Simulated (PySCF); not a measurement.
**CuH: structure of the singlet**

The task is one start of a wider search on CuH: the singlet, from a linear start. It is relaxed, tested by its Hessian and followed downhill if it is a saddle.

The runs use PySCF 2.14.0; B3LYP, basis Cu def2-SVP, H def2-SVP, no relativity, density fitting.

### 1 Starting geometry

2 atoms, charge 0, spin multiplicity 1.

Bond lengths: Cu1–H2 1.512 Å.

```xyz
2
charge 0 multiplicity 1
Cu    0.0000    0.0000    0.0000
H     0.0000    0.0000    1.5120
```

### 2 The SCF at the typed geometry

The steps below are one call of a driver around PySCF. For each, scf.py gives the equivalent set-up of the SCF; relaxations use the driver's own optimiser. After this first run the driver tries any further starts and a stability analysis.

File scf.py:

```python
from pyscf import gto, scf, dft
mol = gto.M(atom='''
Cu     0.000000     0.000000     0.000000
H      0.000000     0.000000     1.512000''',
    basis={'Cu': 'def2-SVP', 'H': 'def2-SVP'},
    charge=0, spin=0)
mf = dft.RKS(mol, xc='B3LYP')
mf.grids.atom_grid = (50, 194)
aux = {'Cu': 'def2-universal-JKFIT', 'H': 'def2-universal-JKFIT'}
mf = mf.density_fit(auxbasis=aux)
mf.conv_tol = 1e-08
mf.diis_space = 10
mf.max_cycle = 60
mf.init_guess = 'minao'
mf.verbose = 4
mf.kernel()
```

The run is started by

```bash
$ OMP_NUM_THREADS=1 python axn.py task.json out
```

What it wrote:

```text
init E= -1640.44658446891
  HOMO = -0.139264474567405  LUMO = -0.0612348954534445  gap/eV = 2.12329
cycle= 1 E= -1640.66901837849  delta_E= -0.222  |g|= 1.25  |ddm|= 1.31
  HOMO = -0.292457075318317  LUMO = -0.132533933839001  gap/eV = 4.35173
cycle= 2 E= -1640.25713271252  delta_E= 0.412  |g|= 1.86  |ddm|= 2.03
  HOMO = -0.226881994806004  LUMO = -0.07702607984716  gap/eV = 4.07779
cycle= 3 E= -1640.88472632431  delta_E= -0.628  |g|= 0.105  |ddm|= 1.42
  HOMO = -0.220511891526879  LUMO = -0.0661339123354798  gap/eV = 4.20084
cycle= 4 E= -1640.88654351265  delta_E= -0.00182  |g|= 0.0109  |ddm|= 0.0864
  HOMO = -0.223070394563241  LUMO = -0.067270476315568  gap/eV = 4.23953
cycle= 5 E= -1640.88657559108  delta_E= -3.21e-05  |g|= 0.00729  |ddm|= 0.0275
  HOMO = -0.222860531241043  LUMO = -0.0672697787583285  gap/eV = 4.23384
cycle= 6 E= -1640.88658652991  delta_E= -1.09e-05  |g|= 0.00391  |ddm|= 0.00747
  HOMO = -0.222470200960197  LUMO = -0.067115157998364  gap/eV = 4.22743
cycle= 7 E= -1640.88658866779  delta_E= -2.14e-06  |g|= 0.00113  |ddm|= 0.00376
  HOMO = -0.22234018600744  LUMO = -0.0670575533367694  gap/eV = 4.22546
cycle= 8 E= -1640.88658884699  delta_E= -1.79e-07  |g|= 0.000206  |ddm|= 0.000729
  HOMO = -0.222319842080156  LUMO = -0.0670496460259482  gap/eV = 4.22512
cycle= 9 E= -1640.88658885351  delta_E= -6.52e-09  |g|= 6.88e-06  |ddm|= 0.000162
  HOMO = -0.222322166267984  LUMO = -0.0670506528481019  gap/eV = 4.22515
Extra cycle  E= -1640.88658885348  delta_E= 2.52e-11  |g|= 1.53e-05  |ddm|= 1.26e-05
converged SCF energy = -1640.88658885348
```

This step, with its further starts and checks, took 1.2 s on 1 thread of Intel Xeon Platinum 8175M at 2.50GHz (Skylake/Cascade Lake), shared host.

No lower closed-shell solution turned up in the test of internal stability.

### 3 Relaxation: linear start, singlet

The program finds C∞v symmetry in the start, which this walk keeps. Threshold on the gradient: 0.0003 Eh/bohr, with a further test on the energy change.

scf.py: that of step 2 with these lines changed.

```diff
@@ -3,2 +3,2 @@
-Cu     0.000000     0.000000     0.000000
-H      0.000000     0.000000     1.512000''',
+Cu    -0.000000     0.000000    -0.023833
+H      0.000000    -0.000000     1.488167''',
@@ -14 +13,0 @@
-mf.init_guess = 'minao'
```

The optimiser's trace:

| step | energy (Eh) | change (kJ/mol) | largest symmetric gradient (Eh/bohr) |
| --- | --- | --- | --- |
| 0 | -1640.886589 | 0.00 | 0.00899 |
| 1 | -1640.886805 | -0.57 | 0.00579 |
| 2 | -1640.886945 | -0.94 | 0.00061 |
| 3 | -1640.886946 | -0.94 | 0.00004 |

The walk took 2.4 s.

Geometry (Å) and forces (eV/Å) at some steps:

```
step 0
Cu   0.000   0.000  -0.024   0.000   0.000   0.462
H    0.000   0.000   1.488   0.000   0.000  -0.462
step 1
Cu   0.000   0.000  -0.016   0.000   0.000   0.298
H    0.000   0.000   1.480   0.000   0.000  -0.298
step 2
Cu   0.000   0.000  -0.002   0.000   0.000  -0.031
H    0.000   0.000   1.467   0.000   0.000   0.031
step 3
Cu   0.000   0.000  -0.004   0.000   0.000   0.002
H    0.000   0.000   1.468   0.000   0.000  -0.002
```

End point (C∞v, 3 steps, 0.9 kJ/mol gained): Cu–H 1.471 Å.

### 4 Vibrations and properties at this point

On the finer grid the gradient is checked again; gradients at displacements of ±0.02 bohr then give force constants and infrared intensities.

scf.py: that of step 3 with these lines changed.

```diff
@@ -3,2 +3,2 @@
-Cu    -0.000000     0.000000    -0.023833
-H      0.000000    -0.000000     1.488167''',
+Cu    -0.000000    -0.000000    -0.023192
+H      0.000000     0.000000     1.448163''',
@@ -8 +8 @@
-mf.grids.atom_grid = (50, 194)
+mf.grids.atom_grid = (75, 302)
@@ -11 +11 @@
-mf.conv_tol = 1e-08
+mf.conv_tol = 1e-10
```

The driver hands on the density of the step before, so the log starts near convergence.

SCF at the final geometry:

```text
init E= -1640.88697986231
  HOMO = -0.222648618723863  LUMO = -0.0651171168389242  gap/eV = 4.28665
cycle= 1 E= -1640.88697986231  delta_E= 9.09e-13  |g|= 2.6e-06  |ddm|= 2.29e-06
  HOMO = -0.222647929280068  LUMO = -0.0651168925898107  gap/eV = 4.28664
Extra cycle  E= -1640.88697986231  delta_E= 5e-12  |g|= 6.17e-06  |ddm|= 5.23e-06
converged SCF energy = -1640.88697986231
```

The whole step took 5 s.

Geometry: C∞v; Cu–H 1.471 Å.

Modes, for the most abundant isotopes:

```csv
symmetry,ω (cm⁻¹),IR (km/mol),type
σ+,1847,73.8,stretch
```

No imaginary mode, so this is a minimum.

Constants and moments:

```yaml
Dipole_moment: 2.53 D
Highest_occupied_level: -6.06 eV
Lowest_empty_level: -1.77 eV
Rotational_constants: 7.85 cm⁻¹
Zero-point_energy: 11.0 kJ/mol
Principal_polarisabilities: 18.2, 18.2, 31.4 bohr³
Atomisation_energy_without_zero-point_energy: 273 kJ/mol
Principal_traceless_quadrupole_moments_about_the_centre_of_mass: -0.41, 0.21, 0.21 D Å
Entropy_at_298.15_K_and_1_bar: 196.3 J/(mol K)
Heat_capacity_Cp_at_298.15_K: 29.2 J/(mol K)
Enthalpy_at_298.15_K_above_0_K: 8.68 kJ/mol
Rotational_symmetry_number: 1
```

Populations by atom (charges in e):

| atom | Mulliken | Löwdin | polar tensor | Mayer order to Cu1 |
| --- | --- | --- | --- | --- |
| Cu1 | 0.12 | 0.14 | 0.33 | – |
| H2 | -0.12 | -0.14 | -0.33 | 0.98 |

Outer orbital energies (eV). occupied: -75.18, -75.18, -8.73, -7.12, -7.12, -6.85, -6.85, -6.06; empty: -1.77, 1.71, 2.40, 2.40.

Mulliken populations on Cu1: s 7.02, p 12.05, d 9.81, f 0.00.

### 5 Summary of results

| quantity | value |
| --- | --- |
| minimum | singlet, C∞v |
| geometry | Cu–H 1.471 Å |
| wavenumbers (cm⁻¹) | 1847 (σ+) |
| dipole moment | 2.53 D |
| highest occupied, lowest empty level | -6.06, -1.77 eV |
| polar-tensor charge of Cu1 | +0.33 e |
| zero-point energy | 11.0 kJ/mol |
| entropy at 298.15 K | 196.3 J/(mol K) |
| atomisation energy (no zero-point energy) | 273 kJ/mol |

In words: The molecule stays C∞v, as typed, and the end point is a minimum. The strongest infrared band lies at 1847 cm⁻¹ (σ+, stretch). Other starts or spin states, not run here, may lie lower. Whether spin polarisation would lower the closed shell was not checked.

The search up to here took 8.9 s.
